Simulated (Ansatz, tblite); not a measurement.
**The cluster Mg5S4I2: a ladder of methods and basis sets**

One table from this session's results is given with a row withheld; the runs are named, their logs left out.

Computed with Ansatz 0.2.0, Gaussian basis. Level: as each input shows.

The runs, in order: GFN1-xTB, GFN2-xTB, PBE-D4/def2-TZVP, r2SCAN-D4/def2-TZVP, ωB97X-V/def2-TZVP, LC-ωPBE/def2-TZVP, r2SCANh-D4/def2-TZVP, PBE-D4/def2-SVP, PBE0-D4/def2-SVP, CCSD(T)/def2-SVP, MP2/def2-TZVP, RPA/def2-TZVP.

## The structure

The geometry is that of the singlet, from an earlier relaxation (PBE-D4/def2-SVP).

11 atoms, charge 0, spin multiplicity 1.

Bond lengths: Mg1–S6 2.402 Å, Mg1–S7 2.435 Å, Mg1–I10 2.712 Å, Mg2–S6 2.402 Å, Mg2–S8 2.435 Å, Mg2–I11 2.712 Å, Mg3–S6 2.523 Å, Mg3–S7 2.409 Å, Mg3–S8 2.409 Å, Mg4–S7 2.437 Å, Mg4–S9 2.317 Å, Mg4–I10 2.942 Å, Mg5–S8 2.437 Å, Mg5–S9 2.317 Å, Mg5–I11 2.943 Å. Angles: S6–Mg1–S7 103.1°, S6–Mg1–I10 135.2°, S7–Mg1–I10 101.7°, S6–Mg2–S8 103.1°, S6–Mg2–I11 135.2°, S8–Mg2–I11 101.7°, S6–Mg3–S7 100.4°, S6–Mg3–S8 100.4°, S7–Mg3–S8 134.4°, S7–Mg4–S9 136.2°, S7–Mg4–I10 95.4°, S9–Mg4–I10 119.5°, S8–Mg5–S9 136.2°, S8–Mg5–I11 95.4°, S9–Mg5–I11 119.5°, Mg1–S6–Mg2 103.7°, Mg1–S6–Mg3 75.5°, Mg2–S6–Mg3 75.5° and more.

I takes a core potential in the def2 sets. No spin-orbit coupling is included.

PBE0-D4/def2-TZVP was run before; its log isn't repeated, and its numbers join the tables.

Set-up of the first run:

Tight binding, by tblite at 300 K electronic temperature and without a spin-polarisation term:

```python
tblite.interface.Calculator('GFN1-xTB', numbers, positions, charge=0, uhf=0).singlepoint()
```

Tight binding, by tblite at 300 K electronic temperature and without a spin-polarisation term:

```python
tblite.interface.Calculator('GFN2-xTB', numbers, positions, charge=0, uhf=0).singlepoint()
```

start.molden holds the orbitals of an earlier run on this state, given as this run's starting guess.

Input file in.yaml:

```yaml
crystal:
  periodic: [false, false, false]
  atoms:
    - {symbol: Mg, position_ang: [-0.086993, -2.432864, 0.241970]}
    - {symbol: Mg, position_ang: [-0.101913, 0.237616, -2.432616]}
    - {symbol: Mg, position_ang: [-2.136308, -0.280657, -0.268278]}
    - {symbol: Mg, position_ang: [0.431973, -0.011231, 2.310953]}
    - {symbol: Mg, position_ang: [0.419330, 2.313289, -0.017367]}
    - {symbol: S, position_ang: [-1.065438, -1.893928, -1.885012]}
    - {symbol: S, position_ang: [-1.564016, -1.322282, 1.827271]}
    - {symbol: S, position_ang: [-1.581443, 1.816423, -1.316298]}
    - {symbol: S, position_ang: [1.027591, 2.225798, 2.216495]}
    - {symbol: I, position_ang: [2.338076, -2.057536, 1.396038]}
    - {symbol: I, position_ang: [2.319130, 1.405372, -2.073149]}
basis:
  gaussian: {orbitals: def2-TZVP, fitting: {mean_field: def2-universal-jkfit}, initial_orbitals: start.molden}
hamiltonian: {xc: pbe, dispersion: d4}
scf: {omitted_lower_state_checks: [starts]}
output: {forces: true, orbitals: {seedname: orbitals}}
```

Launch:

```console
$ ansatz run in.yaml --threads 2 --pin off --events-out ev --progress --plain --max-ram 32768MiB --backend cuda --devices 0, --max-vram 18GiB
```

Among the steps run: PBE-D4/def2-TZVP; r2SCAN-D4/def2-TZVP; ωB97X-V/def2-TZVP; LC-ωPBE/def2-TZVP; r2SCANh-D4/def2-TZVP; PBE-D4/def2-SVP; PBE0-D4/def2-SVP; CCSD(T)/def2-SVP; MP2/def2-TZVP; RPA/def2-TZVP.

One table of the session follows, with a row left open; its other results are not shown here.

It belongs to the step «Binding energy». 

| method | binding an atom (eV) |
| --- | --- |
| HF/def2-SVP | ? |
| HF/def2-TZVP | 2.113 |
| PBE-D4/def2-SVP | 2.943 |
| PBE-D4/def2-TZVP | 2.923 |
| r2SCAN-D4/def2-TZVP | 3.022 |
| r2SCANh-D4/def2-TZVP | 2.999 |
| PBE0-D4/def2-SVP | 2.929 |
| PBE0-D4/def2-TZVP | 2.917 |
| LC-ωPBE/def2-TZVP | 2.887 |
| ωB97X-V/def2-TZVP | 2.934 |
| RPA/def2-TZVP | 2.530 |
| MP2/def2-SVP | 2.810 |
| MP2/def2-TZVP | 2.933 |
| CCSD/def2-SVP | 2.572 |
| CCSD(T)/def2-SVP | 2.639 |

Estimate the missing values for HF/def2-SVP.

**Answer.** binding an atom (eV): 2.128. In the column «binding an atom (eV)» it lies between HF/def2-TZVP (2.113) and RPA/def2-TZVP (2.530).

To keep in mind: Free atoms were run apart at each level; binding is atoms less cluster, divided by the number of atoms, without zero-point or spin-orbit terms.
